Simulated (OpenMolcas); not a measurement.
# One shape, several levels: CH4FSn (SMILES [CH3][SnH][F])

Wanted: a comparison of 6 runs (UHF/STO-3G, UHF/3-21G, UHF/def2-SVP, UHF/def2-TZVP, UTPSSh/STO-3G, ROMP2/def2-TZVP) of CH4FSn. 

The results are computed with OpenMolcas 26.06.

4 further runs of the same task are left out: 1 that didn't finish, 3 set aside as unsound or not needed.

## Step 1: The molecule

CH4FSn has 7 atoms, charge 0, and is taken as a doublet. SMILES: `[CH3][SnH][F]`. The shape comes from GFN2-xTB, which is rough for such elements, and wasn't checked as a minimum.

Bond lengths: C1–Sn2 2.361 Å, Sn2–F3 2.056 Å, C1–H4 1.086 Å, C1–H5 1.084 Å, C1–H6 1.085 Å, Sn2–H7 2.014 Å. Angles: C1–Sn2–F3 95.0°, C1–Sn2–H7 119.1°, F3–Sn2–H7 100.2°, Sn2–C1–H4 105.8°, Sn2–C1–H5 110.9°, Sn2–C1–H6 104.8°, H4–C1–H5 112.0°, H4–C1–H6 111.1°, H5–C1–H6 111.8°.

## Step 2: Energy and gradient at UHF/STO-3G (run 1)

run.inp reads:

```
* CH4FSn Hartree-Fock
>>> EXPORT MOLCAS_PRINT=2

&gateway
  baslib = $CurrDir
  coord
  7
  angstrom
  C       -0.664580       0.665950      -0.560350
  Sn       0.430530      -0.431370       1.220570
  F        2.312770      -0.250900       0.413770
  H       -0.296670       1.688090      -0.549110
  H       -1.741240       0.620610      -0.440020
  H       -0.336590       0.143030      -1.452130
  H        0.295780      -2.435400       1.367280
  basis = STO-3G
  group = NoSym

&seward

&scf
  uhf
  spin = 2
  thresholds = 1e-10 1e-07 1e-07 1e-05
  prorbitals = 0

&alaska
```

The basis set STO-3G is read from a file made from the Basis Set Exchange's data (not shown).

Run with:

```sh
$ export MOLCAS_MEM=1860
$ pymolcas run.inp > run.log
```

Output:

```text
--- Start Module: gateway ---
[...]
--- Stop Module: gateway /rc=_RC_ALL_IS_WELL_ ---
[...]
      Basis functions           41
[...]
--- Start Module: scf ---
[...]
       Convergence after  23 Iterations
[...]
::    Total SCF energy                              -6100.9809284389
[...]
      Total spin, S                                     0.5044618243
[...]
      Total electronic charge=   69.000000
      Total            charge=   -0.000000
[...]
      Dipole Moment (debye):
      Origin of the operator (angstrom)=    0.5518   -0.3129    0.9450
                   X= -1.6375E+00               Y=  4.3070E-01               Z=  1.7300E+00           Total=  2.4207E+00
      Quadrupole Moment (debye*angstrom):
[...]
 *              Molecular gradients               *
 **************************************************
  Irreducible representation: a
 ------------------------------------------------------------------------------------------
                              X                       Y                       Z
 ------------------------------------------------------------------------------------------
  C1               -3.37497661239059E-02    4.07963169819379E-02   -5.99632106524322E-02
  SN2              -3.42149828705800E-02    4.37910442991107E-02    6.71722096142950E-02
  F3                5.83208280031471E-02    5.42306447239937E-03   -2.98673007477142E-02
  H4                6.03511591369643E-03    2.98371011927667E-03    5.12205457786219E-03
  H5               -2.26794860619961E-03   -3.57927602335645E-03    5.42880175184018E-03
  H6                5.90176777232909E-03   -6.56731761892626E-03    3.07039499763206E-03
  H7               -2.50140885879047E-05   -8.28475422304731E-02    9.03705045844050E-03
 ------------------------------------------------------------------------------------------
[...]
```

It took 3.6 s on 1 thread of Arm Neoverse V1, shared host; peak memory 0.38 GiB.

## Step 3: Energy and gradient at UHF/3-21G (run 2)

calc.input reads:

```
* CH4FSn Hartree-Fock
>>> EXPORT MOLCAS_PRINT=2

&GATEWAY
 BasLib=$CurrDir
 Coord
 7
 angstrom
 C       -0.664580       0.665950      -0.560350
 Sn       0.430530      -0.431370       1.220570
 F        2.312770      -0.250900       0.413770
 H       -0.296670       1.688090      -0.549110
 H       -1.741240       0.620610      -0.440020
 H       -0.336590       0.143030      -1.452130
 H        0.295780      -2.435400       1.367280
 Basis=3-21G
 Group=NoSym

&SEWARD

&SCF
 UHF
 Spin=2
 Thresholds=1e-10 1e-07 1e-07 1e-05
 PrOrbitals=1 1

&ALASKA
```

The basis set 3-21G is read from a file made from the Basis Set Exchange's data (not shown).

Run with:

```sh
$ export MOLCAS_MEM=1860
$ pymolcas calc.input > calc.log
```

Output:

```text
--- Start Module: gateway ---
[...]
--- Stop Module: gateway /rc=_RC_ALL_IS_WELL_ ---
[...]
      Basis functions           57
[...]
--- Start Module: scf ---
[...]
       Convergence after  19 Iterations
[...]
::    Total SCF energy                              -6135.1335744793
[...]
      Total spin, S                                     0.5123953883
[...]
      Total electronic charge=   69.000000
      Total            charge=   -0.000000
[...]
      Dipole Moment (debye):
      Origin of the operator (angstrom)=    0.5518   -0.3129    0.9450
                   X= -3.3579E+00               Y=  9.4437E-01               Z=  1.4518E+00           Total=  3.7782E+00
      Quadrupole Moment (debye*angstrom):
[...]
 *              Molecular gradients               *
 **************************************************
  Irreducible representation: a
 ------------------------------------------------------------------------------------------
                              X                       Y                       Z
 ------------------------------------------------------------------------------------------
  C1               -1.29079691969931E-02    1.76097305422669E-02   -2.80163609268147E-02
  SN2              -4.13561340425233E-02    1.69909606014018E-02    5.00269670595550E-02
  F3                5.23797671454105E-02    5.21829892241588E-03   -2.71245440695420E-02
  H4                2.74773386359395E-03    3.81300673877227E-03    1.14353459980621E-03
  H5               -3.19386715706660E-03   -1.11246456370062E-03    9.31297586148683E-04
  H6                1.71581955715838E-03   -2.52417493481349E-03   -4.91883854760289E-04
  H7                6.14649830487535E-04   -3.99953573063749E-02    3.53098960562770E-03
 ------------------------------------------------------------------------------------------
[...]
```

It took 4.2 s on 1 thread of Arm Neoverse V1, shared host; peak memory 0.39 GiB.

Runs 3 to 5 aren't shown in full; the table further down has their settings and results.

## Step 4: The energy at ROMP2/def2-TZVP (core potential) (run 6)

coord.xyz reads:

```xyz
7

C     -0.664580     0.665950    -0.560350
Sn     0.430530    -0.431370     1.220570
F      2.312770    -0.250900     0.413770
H     -0.296670     1.688090    -0.549110
H     -1.741240     0.620610    -0.440020
H     -0.336590     0.143030    -1.452130
H      0.295780    -2.435400     1.367280
```

run.inp reads:

```
&GATEWAY
  BASLIB
  $CurrDir
  COORD
  coord.xyz
  BASIS
  def2-TZVP
  GROUP
  NoSym

&SEWARD

&SCF
  UHF
  SPIN
  2
  THRESHOLDS
  1e-10 1e-07 1e-07 1e-05
  PRORBITALS
  1 1

&RASSCF
  FILEORB
  $Project.UnaOrb
  SPIN
  2
  NACTEL
  1 0 0
  INACTIVE
  20
  RAS2
  1
  OUTORBITALS
  Canonical
  ORBLISTING
  Nothing

&CASPT2
  IPEA
  0.0
  FROZEN
  6
```

The basis set def2-TZVP is read from a file made from the Basis Set Exchange's data (not shown).

Run with:

```sh
$ export MOLCAS_MEM=1860
$ pymolcas run.inp > run.log
```

Output:

```text
--- Start Module: gateway ---
[...]
--- Stop Module: gateway /rc=_RC_ALL_IS_WELL_ ---
[...]
      Basis functions          136
[...]
       Convergence after  24 Iterations
[...]
::    Total SCF energy                               -353.0197334890
[...]
      Total spin, S                                     0.5215451230
[...]
--- Start Module: rasscf ---
[...]
      Number of active orbitals                  1
[...]
      Spin quantum number                      0.5
[...]
      Active orbitals                            1
[...]
      Number of CSFs                             1
[...]
      Number of root(s) required                 1
[...]
      Convergence after 12 iterations
[...]
      printout of CI-coefficients larger than  0.05 for root  1
      energy=    -353.014871
      conf/sym  1     Coeff  Weight
             1  u   1.00000 1.00000
      Natural orbitals and occupation numbers for root  1
      sym 1:   1.000000
      ************************************************************************************************************************
      *                                                    Final results                                                     *
[...]
::    RASSCF root number  1 Total energy:   -353.01487122
[...]
      Total electronic charge=   41.000000
      Total            charge=   -0.000000
[...]
      Dipole Moment (debye):
      Origin of the operator (angstrom)=    0.5518   -0.3129    0.9450
                   X= -3.8658E+00               Y=  8.8997E-01               Z=  1.0765E+00           Total=  4.1104E+00
      Quadrupole Moment (debye*angstrom):
[...]
--- Stop Module: rasscf /rc=_RC_ALL_IS_WELL_ ---
[...]
--- Start Module: caspt2 ---
[...]
      E2 (Variational):          -0.7377010102
      Total energy:            -353.7525722345
[...]
      Reference weight:           0.83091
[...]
::    CASPT2 Root  1     Total energy:   -353.75257223
[...]
```

Wall time 71 s (1 thread of Arm Neoverse V1, shared host); peak memory 1 GiB.

## Step 5: All runs side by side

```tsv
run	level	SCF convergence threshold	integration grid	energy (Eh)	dipole moment (D)	HOMO energy (eV)	LUMO energy (eV)	wall time
1	UHF/STO-3G	1e-10	–	-6100.980928	2.42	-5.90	4.09	3.6 s
2	UHF/3-21G	1e-10	–	-6135.133574	3.78	-8.89	-0.32	4.2 s
3	UHF/def2-SVP (core potential)	1e-10	–	-352.835789	4.11	-9.32	-0.34	7.2 s
4	UHF/def2-TZVP (core potential)	–	–	-353.019733	4.11	-9.39	-0.41	44 s
5	UTPSSh/STO-3G	1e-10	UltraFine	-6103.528956	0.99	-2.38	-0.24	28 s
6	ROMP2/def2-TZVP (core potential)	1e-10	–	-353.752572	–	–	–	71 s
```

## Step 6: Summary of results

| quantity | value |
| --- | --- |
| run 6: total energy | -353.75257 Eh |

Over runs 1, 2, 3, 4, 5 the dipole moment (its size) runs from 0.99 D (UTPSSh/STO-3G) to 4.11 D (UHF/def2-SVP). The two ends differ in method and basis and core potential. Some runs of one species differ in core potentials or relativity; totals across that change don't compare. In runs 1, 5 the basis is minimal, so the values are rough. In runs 1, 2, 5 relativity is left out where basis or elements ask for it. All runs together took 2.6 min, the longest 71 s.
